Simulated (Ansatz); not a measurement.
# BrClH₃NSi: an energy map over bond length Si2–Cl3 and angle H7–Si2–Cl3

How does the energy of BrClH3NSi, SMILES N[SiH](Cl)Br change over two coordinates at once? A grid of runs gives the map.

The runs use Ansatz 0.2.0; RKS PBE-D4/def2-TZVP.

### Step 1. The starting structure

7 atoms, charge 0, spin multiplicity 1.

Atoms are counted from 1 here; the program's logs count them from 0.

Bond lengths: N1–Si2 1.722 Å, N1–H5 1.024 Å, N1–H6 1.024 Å, Si2–Cl3 2.072 Å, Si2–Br4 2.255 Å, Si2–H7 1.492 Å. Angles: Si2–N1–H5 119.0°, Si2–N1–H6 118.1°, H5–N1–H6 110.9°, N1–Si2–Cl3 107.3°, N1–Si2–Br4 115.6°, N1–Si2–H7 109.1°, Cl3–Si2–Br4 107.0°, Cl3–Si2–H7 111.2°, Br4–Si2–H7 106.7°.

Geometry (Å):

```mol
BrClH3NSi
  3D, bonds by distance, orders not assigned

  7  6  0  0  0  0  0  0  0  0999 V2000
   -0.0815    1.1166    0.2169 N   0  0
    0.2809   -0.5431   -0.0629 Si  0  0
    0.1085   -1.5266    1.7522 Cl  0  0
   -1.0765   -1.6041   -1.5171 Br  0  0
   -0.9458    1.3595    0.7090 H   0  0
    0.1105    1.7853   -0.5346 H   0  0
    1.6652   -0.6556   -0.6092 H   0  0
  1  2  8  0
  1  5  8  0
  1  6  8  0
  2  3  8  0
  2  4  8  0
  2  7  8  0
M  END
```

This geometry comes from a loose relaxation at PBE in a small basis, which is not shown.

### Step 2. Geometry optimisation

File input.yaml:

```yaml
crystal:
  periodic: [false, false, false]
  atoms:
    - { symbol: "N", position_ang: [-0.081451, 1.116553, 0.216935] }
    - { symbol: Si, position_ang: [0.280862, -0.543105, -0.062866] }
    - { symbol: Cl, position_ang: [0.108461, -1.526639, 1.752223] }
    - { symbol: Br, position_ang: [-1.07652, -1.604057, -1.517149] }
    - { symbol: H, position_ang: [-0.945751, 1.359504, 0.709046] }
    - { symbol: H, position_ang: [0.110498, 1.78532, -0.534573] }
    - { symbol: H, position_ang: [1.665202, -0.655576, -0.609217] }
basis:
  gaussian: { orbitals: def2-TZVP }
hamiltonian:
  xc: pbe
  dispersion: d4
output:
  forces: true
relax:
  f_tol: 0.003
  max_steps: 120
```

On the command line:

```
$ ansatz run input.yaml --threads 1 --pin off --max-ram 2560MiB --backend cpu --events-out ev --progress --plain --runs-dir out
```

What it wrote (excerpt; [...] marks lines left out):

```text
Warning: RAYON_NUM_THREADS=1 ignored (pool sized by the plan → 1); use --threads N
[...]
Functional definition: PBE
[...]
1171 factors; their error is unknown
[...]
mean field -91968.92032281 eV, -3379.7954830900 hartree, gradient 3.4e-5 eV, S^2 0.000000; 0 other end points of the search recorded, 0 dependent functions left out
[...]
reference -91968.92036164 eV, -3379.7954845172 hartree; 38, 38 occupied and 133, 133 virtual orbitals, 1171 factors
relax step   1: F+E_penalty+E_count = -91969.12015860 eV  Δ(F+E_penalty+E_count) = +0.000e0 eV  max|allowed force component| = 2.453e-1 eV/Å  Δτ_max = 0.0000 Å  (29 SCF iters, accepted)
[...]
relax step   4: F+E_penalty+E_count = -91969.12777503 eV  Δ(F+E_penalty+E_count) = -1.340e-4 eV  max|allowed force component| = 1.110e-2 eV/Å  Δτ_max = 0.0068 Å  (32 SCF iters, accepted)
[...]
relax step   7: F+E_penalty+E_count = -91969.12791286 eV  Δ(F+E_penalty+E_count) = -6.785e-5 eV  max|allowed force component| = 6.077e-3 eV/Å  Δτ_max = 0.0127 Å  (31 SCF iters, accepted)
[...]
relax step  10: F+E_penalty+E_count = -91969.12792924 eV  Δ(F+E_penalty+E_count) = -3.996e-6 eV  max|allowed force component| = 4.061e-3 eV/Å  Δτ_max = 0.0010 Å  (22 SCF iters, accepted)
[...]
relax step  11: F+E_penalty+E_count = -91969.12793063 eV  Δ(F+E_penalty+E_count) = -1.395e-6 eV  max|allowed force component| = 5.716e-3 eV/Å  Δτ_max = 0.0013 Å  (23 SCF iters, accepted)
[...]
relax step  12: F+E_penalty+E_count = -91969.12793157 eV  Δ(F+E_penalty+E_count) = -9.310e-7 eV  max|allowed force component| = 3.101e-4 eV/Å  Δτ_max = 0.0003 Å  (19 SCF iters, accepted)
1171 factors; their error is unknown
[...]
mean field -91968.92719416 eV, -3379.7957356075 hartree, gradient 5.7e-5 eV, S^2 0.000000; 1 other end points of the search recorded, 0 dependent functions left out
[...]
reference -91968.92723288 eV, -3379.7957370305 hartree; 38, 38 occupied and 133, 133 virtual orbitals, 1171 factors
Total energy: -91969.12797029 eV, -3379.8031139941 hartree
Atom 0 at    -0.079198     1.111085     0.206958 Å, force     0.000043     0.000082    -0.000118 eV/Å
Atom 1 at     0.279992    -0.538293    -0.063007 Å, force     0.000300    -0.000084     0.000148 eV/Å
Atom 2 at     0.096301    -1.508153     1.740657 Å, force    -0.000026    -0.000067     0.000037 eV/Å
Atom 3 at    -1.057208    -1.593286    -1.526867 Å, force    -0.000027    -0.000041    -0.000101 eV/Å
Atom 4 at    -0.907965     1.356003     0.743623 Å, force     0.000080    -0.000037    -0.000027 eV/Å
Atom 5 at     0.070826     1.771143    -0.553000 Å, force    -0.000061     0.000068     0.000016 eV/Å
Atom 6 at     1.658553    -0.666499    -0.593964 Å, force    -0.000310     0.000078     0.000045 eV/Å
Dipole moment:    -0.011875     0.471224    -0.066610 e Å
```

It took 36 s on 1 thread of AMD EPYC 9R45 (Zen 5), shared host; peak memory 0.22 GiB.

The steps of the relaxation:

| step | energy from step 1 (eV) | largest force component (eV/Å) |
| --- | --- | --- |
| 1 | 0.0000 | 0.2453 |
| 2 | -0.0067 | 0.1189 |
| 3 | -0.0075 | 0.0494 |
| 4 | -0.0076 | 0.0111 |
| 5 | -0.0075 | 0.0570 |
| 6 | -0.0077 | 0.0045 |
| 7 | -0.0078 | 0.0061 |
| 8 | -0.0078 | 0.0049 |
| 9 | -0.0078 | 0.0083 |
| 10 | -0.0078 | 0.0041 |
| 11 | -0.0078 | 0.0057 |
| 12 | -0.0078 | 0.0003 |

Close pairs (by a distance rule), those that changed most:

```csv
bond,before (Å),after (Å),change (Å)
Si2–Cl3,2.072,2.056,-0.016
N1–Si2,1.722,1.709,-0.012
Si2–H7,1.492,1.483,-0.010
Si2–Br4,2.255,2.246,-0.009
N1–H5,1.024,1.017,-0.007
N1–H6,1.024,1.018,-0.006
```

### Step 3. Setting up the map

- bond length Si2–Cl3: 13 values from 1.809 to 2.570 Å
- angle H7–Si2–Cl3: 13 values from 75.9 to 145.9 °

Nothing else is relaxed (all other coordinates rigid). Energies count from the relaxed molecule at the same level.

Below, 3 of the grid's runs; all are launched alike.

### Step 4. Point bond length Si2–Cl3 = 2.063 Å, angle H7–Si2–Cl3 = 110.9°

File input.yaml:

```yaml
crystal:
  periodic: [false, false, false]
  atoms:
    - { symbol: "N", position_ang: [-0.079198, 1.111085, 0.206958] }
    - { symbol: Si, position_ang: [0.279992, -0.538293, -0.063007] }
    - { symbol: Cl, position_ang: [0.095685, -1.511404, 1.746704] }
    - { symbol: Br, position_ang: [-1.057208, -1.593286, -1.526867] }
    - { symbol: H, position_ang: [-0.907965, 1.356003, 0.743623] }
    - { symbol: H, position_ang: [0.070826, 1.771143, -0.553] }
    - { symbol: H, position_ang: [1.658406, -0.666195, -0.594418] }
basis:
  gaussian: { orbitals: def2-TZVP }
hamiltonian:
  xc: pbe
  dispersion: d4
output:
  forces: true
```

On the command line:

```
$ ansatz run input.yaml --threads 1 --pin off --max-ram 2560MiB --backend cpu --events-out ev --progress --plain --runs-dir out
```

What it wrote (excerpt; [...] marks lines left out):

```text
Warning: RAYON_NUM_THREADS=1 ignored (pool sized by the plan → 1); use --threads N
[...]
[... 1 set-up line as earlier in the session ...]
[...]
1171 factors; their error is unknown
[...]
mean field -91968.92694206 eV, -3379.7957263432 hartree, gradient 3.1e-5 eV, S^2 0.000000; 0 other end points of the search recorded, 0 dependent functions left out
[...]
reference -91968.92698081 eV, -3379.7957277669 hartree; 38, 38 occupied and 133, 133 virtual orbitals, 1171 factors
Total energy: -91969.12755671 eV, -3379.8030987956 hartree
Atom 0 at    -0.079198     1.111085     0.206958 Å, force    -0.002088    -0.006143     0.006096 eV/Å
Atom 1 at     0.279992    -0.538293    -0.063007 Å, force    -0.012524    -0.047320     0.085838 eV/Å
Atom 2 at     0.095685    -1.511404     1.746704 Å, force     0.010641     0.057074    -0.103797 eV/Å
Atom 3 at    -1.057208    -1.593286    -1.526867 Å, force     0.002421     0.000363     0.006664 eV/Å
Atom 4 at    -0.907965     1.356003     0.743623 Å, force     0.000214    -0.000022     0.000538 eV/Å
Atom 5 at     0.070826     1.771143    -0.553000 Å, force     0.001339    -0.000860    -0.000536 eV/Å
Atom 6 at     1.658406    -0.666195    -0.594418 Å, force    -0.000002    -0.003092     0.005198 eV/Å
Dipole moment:    -0.012072     0.473883    -0.072796 e Å
```

It took 2.6 s on 1 thread of AMD EPYC 9R45 (Zen 5), shared host; peak memory 0.21 GiB.

That is 0.04 kJ/mol from the zero.

### Step 5. The run at bond length Si2–Cl3 = 2.253 Å, angle H7–Si2–Cl3 = 87.5°

File input.yaml:

```yaml
crystal:
  periodic: [false, false, false]
  atoms:
    - { symbol: "N", position_ang: [-0.079198, 1.111085, 0.206958] }
    - { symbol: Si, position_ang: [0.279992, -0.538293, -0.063007] }
    - { symbol: Cl, position_ang: [0.078711, -1.601027, 1.913377] }
    - { symbol: Br, position_ang: [-1.057208, -1.593286, -1.526867] }
    - { symbol: H, position_ang: [-0.907965, 1.356003, 0.743623] }
    - { symbol: H, position_ang: [0.070826, 1.771143, -0.553] }
    - { symbol: H, position_ang: [1.697765, -0.972421, -0.078321] }
basis:
  gaussian: { orbitals: def2-TZVP }
hamiltonian:
  xc: pbe
  dispersion: d4
output:
  forces: true
```

On the command line:

```
$ ansatz run input.yaml --threads 1 --pin off --max-ram 2560MiB --backend cpu --events-out ev --progress --plain --runs-dir out
```

What it wrote (excerpt; [...] marks lines left out):

```text
Warning: RAYON_NUM_THREADS=1 ignored (pool sized by the plan → 1); use --threads N
[...]
[... 1 set-up line as earlier in the session ...]
[...]
1171 factors; their error is unknown
[...]
mean field -91968.42350436 eV, -3379.7772253488 hartree, gradient 3.9e-5 eV, S^2 0.000000; 0 other end points of the search recorded, 0 dependent functions left out
[...]
reference -91968.42354341 eV, -3379.7772267838 hartree; 38, 38 occupied and 133, 133 virtual orbitals, 1171 factors
Total energy: -91968.62010114 eV, -3379.7844501471 hartree
Atom 0 at    -0.079198     1.111085     0.206958 Å, force     0.259007    -0.095113    -0.194714 eV/Å
Atom 1 at     0.279992    -0.538293    -0.063007 Å, force    -0.286549    -1.431386     2.385172 eV/Å
Atom 2 at     0.078711    -1.601027     1.913377 Å, force    -0.334493     0.946109    -1.433827 eV/Å
Atom 3 at    -1.057208    -1.593286    -1.526867 Å, force     0.306648     0.162355     0.099212 eV/Å
Atom 4 at    -0.907965     1.356003     0.743623 Å, force    -0.007469    -0.085550     0.022853 eV/Å
Atom 5 at     0.070826     1.771143    -0.553000 Å, force    -0.015774     0.041657    -0.004617 eV/Å
Atom 6 at     1.697765    -0.972421    -0.078321 Å, force     0.078630     0.461927    -0.874079 eV/Å
Dipole moment:    -0.030965     0.604523    -0.386874 e Å
```

It took 2.7 s on 1 thread of AMD EPYC 9R45 (Zen 5), shared host; peak memory 0.21 GiB.

On the map this point reads 49 kJ/mol.

### Step 6. The run at bond length Si2–Cl3 = 2.443 Å, angle H7–Si2–Cl3 = 81.7°

File input.yaml:

```yaml
crystal:
  periodic: [false, false, false]
  atoms:
    - { symbol: "N", position_ang: [-0.079198, 1.111085, 0.206958] }
    - { symbol: Si, position_ang: [0.279992, -0.538293, -0.063007] }
    - { symbol: Cl, position_ang: [0.061736, -1.690649, 2.080049] }
    - { symbol: Br, position_ang: [-1.057208, -1.593286, -1.526867] }
    - { symbol: H, position_ang: [-0.907965, 1.356003, 0.743623] }
    - { symbol: H, position_ang: [0.070826, 1.771143, -0.553] }
    - { symbol: H, position_ang: [1.670851, -1.039034, 0.053401] }
basis:
  gaussian: { orbitals: def2-TZVP }
hamiltonian:
  xc: pbe
  dispersion: d4
output:
  forces: true
```

On the command line:

```
$ ansatz run input.yaml --threads 1 --pin off --max-ram 2560MiB --backend cpu --events-out ev --progress --plain --runs-dir out
```

What it wrote (excerpt; [...] marks lines left out):

```text
Warning: RAYON_NUM_THREADS=1 ignored (pool sized by the plan → 1); use --threads N
[...]
[... 1 set-up line as earlier in the session ...]
[...]
1171 factors; their error is unknown
[...]
mean field -91967.88072148 eV, -3379.7572784460 hartree, gradient 4.2e-5 eV, S^2 0.000000; 0 other end points of the search recorded, 0 dependent functions left out
[...]
reference -91967.88076052 eV, -3379.7572798806 hartree; 38, 38 occupied and 133, 133 virtual orbitals, 1171 factors
Total energy: -91968.07575573 eV, -3379.7644458224 hartree
Atom 0 at    -0.079198     1.111085     0.206958 Å, force     0.289797    -0.195084    -0.159022 eV/Å
Atom 1 at     0.279992    -0.538293    -0.063007 Å, force    -0.549123    -1.657469     2.813881 eV/Å
Atom 2 at     0.061736    -1.690649     2.080049 Å, force    -0.264569     1.258752    -2.003584 eV/Å
Atom 3 at    -1.057208    -1.593286    -1.526867 Å, force     0.407161     0.197017     0.213845 eV/Å
Atom 4 at    -0.907965     1.356003     0.743623 Å, force    -0.011173    -0.094795     0.040944 eV/Å
Atom 5 at     0.070826     1.771143    -0.553000 Å, force    -0.003580     0.043866    -0.014786 eV/Å
Atom 6 at     1.670851    -1.039034     0.053401 Å, force     0.131488     0.447714    -0.891278 eV/Å
Dipole moment:    -0.026502     0.692418    -0.596833 e Å
```

Run time: 2.5 s. Hardware: 1 thread of AMD EPYC 9R45 (Zen 5), shared host; peak memory 0.21 GiB.

On the map this point reads 102 kJ/mol.

### Step 7. Energy over the grid

169 points were computed. Energies in kJ/mol, from the relaxed molecule at the same level:

```csv
"angle H7–Si2–Cl3 (°) ↓, bond length Si2–Cl3 (Å) →",1.809,1.873,1.936,2.000,2.063,2.126,2.190,2.253,2.317,2.380,2.443,2.507,2.570
145.9,139,103,82,73,72,77,87,101,116,134,152,170,189
140.0,118,82,61,51,50,55,65,79,95,112,130,149,167
134.2,101,65,43,34,32,38,48,61,77,94,112,131,149
128.4,89,52,30,20,18,23,33,46,62,79,97,116,135
122.5,80,43,21,10,8,13,22,35,51,68,86,104,123
116.7,76,38,16,4,2,6,16,28,43,60,78,96,115
110.9,77,38,15,3,0,4,12,24,39,56,73,91,110
105.0,83,43,18,6,2,5,13,25,39,55,72,90,107
99.2,93,52,27,13,9,11,18,29,42,57,74,91,109
93.4,110,67,40,25,20,21,27,37,49,64,79,96,113
87.5,133,88,60,43,36,36,40,49,61,74,89,105,121
81.7,163,116,85,67,57,55,58,66,76,88,102,116,132
75.9,201,151,117,96,84,80,81,87,95,106,118,131,145
```

On the same grid, dipole moment (D):

| angle H7–Si2–Cl3 (°) ↓, bond length Si2–Cl3 (Å) → | 1.809 | 1.873 | 1.936 | 2.000 | 2.063 | 2.126 | 2.190 | 2.253 | 2.317 | 2.380 | 2.443 | 2.507 | 2.570 |
| --- | --- | --- | --- | --- | --- | --- | --- | --- | --- | --- | --- | --- | --- |
| 145.9 | 2.13 | 2.03 | 1.97 | 1.94 | 1.97 | 2.03 | 2.14 | 2.28 | 2.45 | 2.64 | 2.84 | 3.05 | 3.27 |
| 140.0 | 2.08 | 2.00 | 1.95 | 1.95 | 1.99 | 2.07 | 2.19 | 2.34 | 2.52 | 2.72 | 2.93 | 3.15 | 3.37 |
| 134.2 | 2.04 | 1.97 | 1.94 | 1.96 | 2.02 | 2.12 | 2.26 | 2.42 | 2.61 | 2.82 | 3.03 | 3.26 | 3.49 |
| 128.4 | 2.00 | 1.95 | 1.95 | 1.99 | 2.07 | 2.19 | 2.34 | 2.52 | 2.72 | 2.94 | 3.16 | 3.39 | 3.62 |
| 122.5 | 1.97 | 1.95 | 1.97 | 2.03 | 2.13 | 2.27 | 2.44 | 2.63 | 2.85 | 3.07 | 3.30 | 3.54 | 3.78 |
| 116.7 | 1.96 | 1.96 | 2.00 | 2.09 | 2.21 | 2.37 | 2.56 | 2.76 | 2.98 | 3.21 | 3.45 | 3.70 | 3.94 |
| 110.9 | 1.95 | 1.98 | 2.05 | 2.16 | 2.30 | 2.48 | 2.68 | 2.89 | 3.13 | 3.37 | 3.61 | 3.86 | 4.11 |
| 105.0 | 1.97 | 2.02 | 2.11 | 2.24 | 2.41 | 2.60 | 2.81 | 3.04 | 3.28 | 3.53 | 3.78 | 4.04 | 4.29 |
| 99.2 | 1.99 | 2.07 | 2.18 | 2.33 | 2.51 | 2.72 | 2.94 | 3.18 | 3.43 | 3.69 | 3.94 | 4.21 | 4.47 |
| 93.4 | 2.02 | 2.12 | 2.26 | 2.43 | 2.62 | 2.84 | 3.07 | 3.32 | 3.58 | 3.84 | 4.11 | 4.38 | 4.65 |
| 87.5 | 2.06 | 2.18 | 2.33 | 2.51 | 2.72 | 2.95 | 3.19 | 3.45 | 3.72 | 3.99 | 4.26 | 4.54 | 4.82 |
| 81.7 | 2.09 | 2.22 | 2.38 | 2.58 | 2.80 | 3.03 | 3.29 | 3.56 | 3.83 | 4.11 | 4.39 | 4.68 | 4.96 |
| 75.9 | 2.09 | 2.23 | 2.40 | 2.61 | 2.83 | 3.08 | 3.35 | 3.62 | 3.91 | 4.19 | 4.48 | 4.78 | 5.07 |

On the same grid, largest force on an atom (eV/Å):

| angle H7–Si2–Cl3 (°) ↓, bond length Si2–Cl3 (Å) → | 1.809 | 1.873 | 1.936 | 2.000 | 2.063 | 2.126 | 2.190 | 2.253 | 2.317 | 2.380 | 2.443 | 2.507 | 2.570 |
| --- | --- | --- | --- | --- | --- | --- | --- | --- | --- | --- | --- | --- | --- |
| 145.9 | 8.7 | 6.0 | 4.1 | 2.7 | 1.8 | 1.6 | 2.0 | 2.4 | 2.7 | 2.9 | 3.0 | 3.1 | 3.1 |
| 140.0 | 8.4 | 5.8 | 3.9 | 2.5 | 1.5 | 1.4 | 2.0 | 2.4 | 2.7 | 2.9 | 3.0 | 3.1 | 3.1 |
| 134.2 | 8.2 | 5.6 | 3.6 | 2.2 | 1.2 | 1.3 | 2.0 | 2.4 | 2.7 | 2.9 | 3.0 | 3.1 | 3.1 |
| 128.4 | 7.9 | 5.3 | 3.3 | 1.9 | 0.9 | 1.3 | 1.9 | 2.4 | 2.7 | 2.9 | 3.0 | 3.1 | 3.1 |
| 122.5 | 7.6 | 5.0 | 3.0 | 1.6 | 0.6 | 1.2 | 1.9 | 2.3 | 2.7 | 2.9 | 3.0 | 3.1 | 3.1 |
| 116.7 | 7.7 | 4.8 | 2.7 | 1.3 | 0.3 | 1.1 | 1.8 | 2.3 | 2.6 | 2.8 | 3.0 | 3.0 | 3.1 |
| 110.9 | 7.8 | 5.0 | 2.8 | 1.1 | 0.1 | 1.0 | 1.7 | 2.2 | 2.6 | 2.8 | 2.9 | 3.0 | 3.0 |
| 105.0 | 8.0 | 5.1 | 2.9 | 1.3 | 0.4 | 1.2 | 1.7 | 2.1 | 2.5 | 2.7 | 2.9 | 2.9 | 3.0 |
| 99.2 | 8.2 | 5.3 | 3.1 | 1.4 | 0.7 | 1.5 | 2.0 | 2.3 | 2.6 | 2.7 | 2.8 | 2.9 | 2.9 |
| 93.4 | 8.5 | 5.6 | 3.4 | 1.7 | 1.0 | 1.7 | 2.2 | 2.6 | 2.8 | 2.9 | 3.0 | 2.9 | 2.9 |
| 87.5 | 8.8 | 5.9 | 3.7 | 2.0 | 1.3 | 1.9 | 2.4 | 2.8 | 3.0 | 3.1 | 3.2 | 3.2 | 3.1 |
| 81.7 | 9.3 | 6.3 | 4.1 | 2.4 | 1.7 | 2.0 | 2.6 | 2.9 | 3.1 | 3.3 | 3.3 | 3.3 | 3.3 |
| 75.9 | 9.8 | 6.9 | 4.6 | 2.9 | 2.1 | 2.0 | 2.6 | 2.9 | 3.2 | 3.3 | 3.4 | 3.4 | 3.3 |

### Step 8. Summary of results

| quantity | value |
| --- | --- |
| lowest point | bond length Si2–Cl3 = 2.063 Å, angle H7–Si2–Cl3 = 110.9°, 0.04 kJ/mol |
| highest computed point | bond length Si2–Cl3 = 1.809 Å, angle H7–Si2–Cl3 = 75.9°, 200 kJ/mol above the lowest |
| dipole moment (D) | 1.94 at bond length Si2–Cl3 = 1.936 Å, angle H7–Si2–Cl3 = 134.2° to 5.07 at bond length Si2–Cl3 = 2.570 Å, angle H7–Si2–Cl3 = 75.9°; 2.30 at the lowest point |
| largest force on an atom (eV/Å) | 0.1 at bond length Si2–Cl3 = 2.063 Å, angle H7–Si2–Cl3 = 110.9° to 9.8 at bond length Si2–Cl3 = 1.809 Å, angle H7–Si2–Cl3 = 75.9°; 0.1 at the lowest point |
| time for the whole task | 8.1 min on 1 thread, shared host |

The lowest computed point is at bond length Si2–Cl3 = 2.063 Å, angle H7–Si2–Cl3 = 110.9°, 0.04 kJ/mol from the relaxed molecule at the same level. The grid is coarse, so the lowest point of the scanned range may lie between grid points; coordinates that were held can hide deeper minima. The grid shows no other well, apart from its symmetry copies. The highest computed point, bond length Si2–Cl3 = 1.809 Å, angle H7–Si2–Cl3 = 75.9°, lies 200 kJ/mol above the lowest. Round the minimum the valley is somewhat tilted: raising bond length Si2–Cl3 shifts the best value of angle H7–Si2–Cl3 downwards (coupling k₁₂/√(k₁₁k₂₂) about 0.1).
